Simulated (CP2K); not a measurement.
# One shape, several levels: CH8B2OSi (SMILES BCBO[SiH3])

We compute a comparison of 3 runs (AM1, PM6, GFN1-xTB) of CH8B2OSi. 

The calculation is run with CP2K 2026.2.

5 further runs of the same task are left out: 3 that didn't finish, 2 set aside as unsound or not needed.

## (1) The molecule

CH8B2OSi has 13 atoms, charge 0, and is taken as a singlet. SMILES: `BCBO[SiH3]`. Geometry: relaxed at GFN2-xTB. This is one conformer, not always the lowest.

Bond lengths: B1–C2 1.557 Å, C2–B3 1.602 Å, B3–O4 1.316 Å, O4–Si5 1.616 Å, B1–H6 1.171 Å, B1–H7 1.171 Å, C2–H8 1.089 Å, C2–H9 1.088 Å, B3–H10 1.179 Å, Si5–H11 1.466 Å, Si5–H12 1.462 Å, Si5–H13 1.461 Å. Some angles: B1–C2–B3 105.0°, C2–B3–O4 121.2°, B3–O4–Si5 153.1°, B1–C2–H8 112.4°, B1–C2–H9 112.8°, B3–C2–H8 108.2°, B3–C2–H9 108.8°, C2–B1–H6 120.3°, C2–B1–H7 120.4°, C2–B3–H10 121.0°.

## (2) Energy and gradient at AM1 (run 1)

run.py reads:

```python
import numpy as np
from ase import Atoms
from ase.calculators.cp2k import CP2K

atoms = Atoms(['B', 'C', 'B', 'O', 'Si', 'H', 'H', 'H', 'H', 'H', 'H', 'H', 'H'],
              positions=[(-1.098510, 1.704260, 0.193510),
                         (-0.596440, 0.631840, 1.204100),
                         (0.888180, 0.272260, 0.722130),
                         (1.103460, -0.637190, -0.204740),
                         (0.617220, -1.716830, -1.303890),
                         (-0.881490, 2.839410, 0.381010),
                         (-1.658220, 1.381120, -0.783210),
                         (-1.193750, -0.278320, 1.173890),
                         (-0.553370, 1.002010, 2.225960),
                         (1.824680, 0.823370, 1.179820),
                         (-0.832500, -1.931860, -1.291700),
                         (1.325560, -2.936400, -0.917840),
                         (1.055180, -1.153670, -2.579030)])
atoms.set_cell([15.5, 17.8, 16.8])
atoms.center()
template = """
&FORCE_EVAL
   METHOD QUICKSTEP
   &DFT
      CHARGE 0
      MULTIPLICITY 1
      &QS
         METHOD AM1
         EPS_DEFAULT 1.0E-10
         &SE
            &COULOMB
               CUTOFF [angstrom] 50
               RC_RANGE [angstrom] 0
            &END COULOMB
            &EXCHANGE
               CUTOFF [angstrom] 50
               RC_RANGE [angstrom] 0
            &END EXCHANGE
         &END SE
      &END QS
      &POISSON
         PERIODIC NONE
         POISSON_SOLVER ANALYTIC
      &END POISSON
      &SCF
         SCF_GUESS ATOMIC
         EPS_SCF 1.0E-07
         MAX_SCF 80
         ADDED_MOS 4
         &DIAGONALIZATION
            ALGORITHM STANDARD
         &END DIAGONALIZATION
         &MIXING
            METHOD DIRECT_P_MIXING
            ALPHA 0.4
         &END MIXING
      &END SCF
      &PRINT
         &MOMENTS
            PERIODIC F
            REFERENCE COM
            MAX_MOMENT 1
         &END MOMENTS
         &MO ON
            ENERGIES T
            OCCUPATION_NUMBERS T
            NDIGITS 6
            &EACH
               QS_SCF 0
            &END EACH
            ADD_LAST NUMERIC
         &END MO
         &HIRSHFELD OFF
         &END HIRSHFELD
      &END PRINT
   &END DFT
   &SUBSYS
   &END SUBSYS
&END FORCE_EVAL
"""
cp2k = CP2K(command="cp2k.psmp -s", label="qs", inp=template, basis_set=None, basis_set_file=None, potential_file=None, pseudo_potential=None, xc=None, cutoff=None, max_scf=None, charge=None, uks=False,
            force_eval_method=None, print_level="LOW", poisson_solver=None, stress_tensor=False)
atoms.calc = cp2k
e = atoms.get_potential_energy()
f = atoms.get_forces()
print(f"energy = {e:.6f} eV")
print("forces (eV/angstrom):")
for s, v in zip(atoms.get_chemical_symbols(), f):
    print(f"{s:2s} {v[0]:10.5f} {v[1]:10.5f} {v[2]:10.5f}")
```

The run is started by

```sh
$ OMP_NUM_THREADS=1 python run.py
```

Log:

```text
energy = -781.755987 eV
forces (eV/angstrom):
B     0.69605   -1.33291    1.35731
C     1.46248    0.39311   -1.87982
B    -2.43911    0.13417    0.12845
O     1.97061    3.82263    3.90647
Si   -1.71898   -3.10866   -3.07926
H     0.13585    0.71957    0.19625
H    -0.37535   -0.29694   -0.59478
H    -0.42037   -0.47732   -0.20686
H     0.16073    0.40896    0.47217
H     0.54067    0.12491    0.13739
H     0.18749   -0.08123   -0.12081
H    -0.11731   -0.04508   -0.26427
H    -0.08277   -0.26121   -0.05226
```

qs.out:

```text
CP2K| version string:                                       CP2K version 2026.2
 CP2K| Input file name                                                    qs.inp

[... 16 lines left out ...]
 *** WARNING in qs_kind_types.F:2264 :: Information provided in the input ***
[... 11 lines left out ...]
 *** WARNING in qs_kind_types.F:2264 :: Information provided in the input ***
[... 86 lines left out ...]
  Heat of formation [kcal/mol]:                               -62.16358606475025
[... 16 lines left out ...]
 SE_DIPOLE| Derivative [a.u.]       0.00000000       0.00000000       0.00000000
[... 27 lines left out ...]
 -------------------------------------------------------------------------------
```

Run time: 1.2 s. Hardware: 1 thread of Arm Neoverse N1, shared host; peak memory 0.14 GiB.

## (3) A single-point energy at PM6 (run 2)

job.inp reads:

```
&GLOBAL
   PROJECT_NAME job
   RUN_TYPE ENERGY
   PRINT_LEVEL MEDIUM
&END GLOBAL

&FORCE_EVAL
   METHOD QUICKSTEP
   &DFT
      &QS
         METHOD PM6
         EPS_DEFAULT 1.0E-10
         &SE
            &COULOMB
               CUTOFF [angstrom] 50
               RC_RANGE [angstrom] 0
            &END COULOMB
            &EXCHANGE
               CUTOFF [angstrom] 50
               RC_RANGE [angstrom] 0
            &END EXCHANGE
         &END SE
      &END QS
      &POISSON
         PERIODIC NONE
         POISSON_SOLVER ANALYTIC
      &END POISSON
      &SCF
         SCF_GUESS ATOMIC
         EPS_SCF 1.0E-06
         MAX_SCF 100
         ADDED_MOS 2
         &DIAGONALIZATION
            ALGORITHM STANDARD
         &END DIAGONALIZATION
         &MIXING
            METHOD DIRECT_P_MIXING
            ALPHA 0.4
         &END MIXING
      &END SCF
      &PRINT
         &MOMENTS
            PERIODIC F
            REFERENCE COM
            MAX_MOMENT 1
         &END MOMENTS
         &MO ON
            ENERGIES T
            OCCUPATION_NUMBERS T
            NDIGITS 6
            &EACH
               QS_SCF 0
            &END EACH
            ADD_LAST NUMERIC
         &END MO
         &HIRSHFELD OFF
         &END HIRSHFELD
      &END PRINT
   &END DFT
   &SUBSYS
      &CELL
         ABC 13.5 15.8 14.8
         PERIODIC NONE
      &END CELL
      &COORD
         B     -1.098510     1.704260     0.193510
         C     -0.596440     0.631840     1.204100
         B      0.888180     0.272260     0.722130
         O      1.103460    -0.637190    -0.204740
         Si     0.617220    -1.716830    -1.303890
         H     -0.881490     2.839410     0.381010
         H     -1.658220     1.381120    -0.783210
         H     -1.193750    -0.278320     1.173890
         H     -0.553370     1.002010     2.225960
         H      1.824680     0.823370     1.179820
         H     -0.832500    -1.931860    -1.291700
         H      1.325560    -2.936400    -0.917840
         H      1.055180    -1.153670    -2.579030
      &END COORD
      &TOPOLOGY
         &CENTER_COORDINATES
         &END CENTER_COORDINATES
      &END TOPOLOGY
   &END SUBSYS
&END FORCE_EVAL
```

The run is started by

```sh
$ OMP_NUM_THREADS=1 cp2k.psmp job.inp > job.out
```

Log:

```text
CP2K| version string:                                       CP2K version 2026.2
[...]
 GLOBAL| Method name                                                        CP2K
[...]
 GLOBAL| Run type                                                         ENERGY
[...]
                             - Atoms:                                         13
[...]
                             - Spherical basis functions:                     33
[...]
 Number of electrons:                                                         28
[...]
     1 P_Mix/Diag. 0.40E+00    0.0     0.77029895       -18.6505703114 -1.87E+01
[...]
    17 DIIS/Diag.  0.16E-06    0.0     0.00000033       -26.0093046109 -1.26E-11
  *** SCF run converged in    17 steps ***
  Core-core repulsion energy [eV]:                           1756.56059839031741
  Core Hamiltonian energy [eV]:                             -1111.65981741801875
  Two-electron integral energy [eV]:                        -2705.29990516084536
  Electronic energy [eV]:                                   -2464.30976999844142
  Total energy [eV]:                                         -707.74917160812402
  Atomic reference energy [eV]:                               704.34341405090720
  Heat of formation [kcal/mol]:                               -78.53864127465032
[...]
 SE_DIPOLE| Moment [Debye]          0.26080807       0.32774530      -0.29441169
 SE_DIPOLE| Derivative [a.u.]       0.00000000       0.00000000       0.00000000
 ENERGY| Total FORCE_EVAL ( QS ) energy [hartree]            -26.009304610856802
[...]
```

Run time: 0.4 s. Hardware: 1 thread of Arm Neoverse N1, shared host; peak memory 0.14 GiB.

## (4) Energy and gradient at GFN1-xTB (run 3)

mol.inp reads:

```
&GLOBAL
    PROJECT mol
    RUN_TYPE ENERGY_FORCE
    PRINT_LEVEL MEDIUM
&END GLOBAL
&FORCE_EVAL
    METHOD QS
    &DFT
        # Quickstep
        &QS
            METHOD XTB
            EPS_DEFAULT 1.0E-10
            &XTB
                GFN_TYPE TBLITE
                &TBLITE
                    METHOD GFN1
                &END TBLITE
                CHECK_ATOMIC_CHARGES F
            &END XTB
        &END QS
        &POISSON
            PERIODIC NONE
            POISSON_SOLVER ANALYTIC
        &END POISSON
        &SCF
            SCF_GUESS ATOMIC
            EPS_SCF 1.0E-07
            MAX_SCF 150
            ADDED_MOS 4
            &DIAGONALIZATION
                ALGORITHM STANDARD
            &END DIAGONALIZATION
            &MIXING
                METHOD DIRECT_P_MIXING
                ALPHA 0.4
            &END MIXING
        &END SCF
        # extra output
        &PRINT
            &MOMENTS
                PERIODIC F
                REFERENCE COM
                MAX_MOMENT 1
            &END MOMENTS
            &MO ON
                ENERGIES T
                OCCUPATION_NUMBERS T
                NDIGITS 6
                &EACH
                    QS_SCF 0
                &END EACH
                ADD_LAST NUMERIC
            &END MO
            &HIRSHFELD OFF
            &END HIRSHFELD
        &END PRINT
    &END DFT
    # structure
    &SUBSYS
        &CELL
            ABC 15.5 17.8 16.8
            PERIODIC NONE
        &END CELL
        &COORD
            B     -1.098510     1.704260     0.193510
            C     -0.596440     0.631840     1.204100
            B      0.888180     0.272260     0.722130
            O      1.103460    -0.637190    -0.204740
            Si     0.617220    -1.716830    -1.303890
            H     -0.881490     2.839410     0.381010
            H     -1.658220     1.381120    -0.783210
            H     -1.193750    -0.278320     1.173890
            H     -0.553370     1.002010     2.225960
            H      1.824680     0.823370     1.179820
            H     -0.832500    -1.931860    -1.291700
            H      1.325560    -2.936400    -0.917840
            H      1.055180    -1.153670    -2.579030
        &END COORD
        &TOPOLOGY
            &CENTER_COORDINATES
            &END CENTER_COORDINATES
        &END TOPOLOGY
    &END SUBSYS
    &PRINT
        &FORCES ON
        &END FORCES
    &END PRINT
&END FORCE_EVAL
```

The run is started by

```sh
$ OMP_NUM_THREADS=1 cp2k.psmp -i mol.inp > mol.out 2>&1
```

Log:

```text
CP2K| version string:                                       CP2K version 2026.2
[...]
 GLOBAL| Method name                                                        CP2K
[...]
 GLOBAL| Run type                                                   ENERGY_FORCE
[...]
                             - Atoms:                                         13
[...]
                             - Spherical basis functions:                     41
[...]
 Number of electrons:                                                         28
[...]
  *** SCF run converged in    13 steps ***
[...]
 ENERGY| Total FORCE_EVAL ( QS ) energy [hartree]            -15.885184771641859
 FORCES| Atomic forces [hartree/bohr]
 FORCES|   Atom     x               y               z               |f|
 FORCES|      1  1.83361414E-03 -6.51347834E-03  7.18390010E-03   9.86893923E-03
 FORCES|      2  4.44358013E-03 -5.81567351E-04 -3.20988273E-03   5.51243795E-03
 FORCES|      3 -5.60622276E-03  2.95299222E-02  2.99947623E-02   4.24632995E-02
 FORCES|      4 -5.89823811E-03 -2.17008825E-02 -2.12160945E-02   3.09166651E-02
 FORCES|      5  3.18541124E-03 -1.14906901E-02 -1.09713752E-02   1.62035144E-02
 FORCES|      6  1.18379986E-03  7.25741037E-03  7.78441407E-04   7.39441400E-03
 FORCES|      7 -2.97420955E-03 -1.87854790E-03 -6.11431517E-03   7.05405661E-03
 FORCES|      8 -1.09500243E-03 -9.14954891E-04 -1.06152861E-03   1.77848693E-03
 FORCES|      9  3.74226024E-04  1.51104038E-03  9.14550425E-04   1.80546134E-03
 FORCES|     10  3.88269334E-03  4.23571019E-03  3.93476211E-03   6.96411526E-03
 FORCES|     11  5.63324392E-03  1.44719367E-03  2.53749296E-04   5.82170038E-03
 FORCES|     12 -3.02373863E-03  3.03598057E-03 -3.80636837E-03   5.73137099E-03
 FORCES|     13 -1.93915719E-03 -3.93713634E-03  3.31939893E-03   5.50270683E-03
[...]
```

Wall time 0.42 s (1 thread of Arm Neoverse N1, shared host); peak memory 0.14 GiB.

## (5) All runs side by side

```tsv
run	level	task	SCF convergence threshold	energy (Eh)	dipole moment (D)	HOMO energy (eV)	LUMO energy (eV)	wall time
1	AM1	gradient	1e-07	-28.729005	1.06	-10.12	0.76	1.2 s
2	PM6	energy	1e-06	-26.009305	0.51	-10.33	-0.18	0.4 s
3	GFN1-xTB	gradient	1e-07	-15.885185	0.46	-11.82	-7.59	0.42 s
```

## (6) Results

| quantity | value |
| --- | --- |
| run 3: total energy | -15.88518 Eh |
| run 3: dipole moment (from atomic charges alone) | 0.46 D |
| run 3: HOMO energy | -11.82 eV |
| run 3: LUMO energy | -7.59 eV |
| run 3: HOMO–LUMO gap | 4.23 eV |
| run 3: largest force on an atom | 2.184 eV/Å |

What this shows: The dipole moment (its size) runs from 0.46 D (GFN1-xTB) to 1.06 D (AM1). Some of these are taken from atomic charges alone. The HOMO–LUMO gap runs from 4.23 eV (GFN1-xTB) to 10.88 eV (AM1). Force-field and semi-empirical energies have zeros of their own, so their totals don't compare. All runs together took 2 s, the longest 1.2 s.
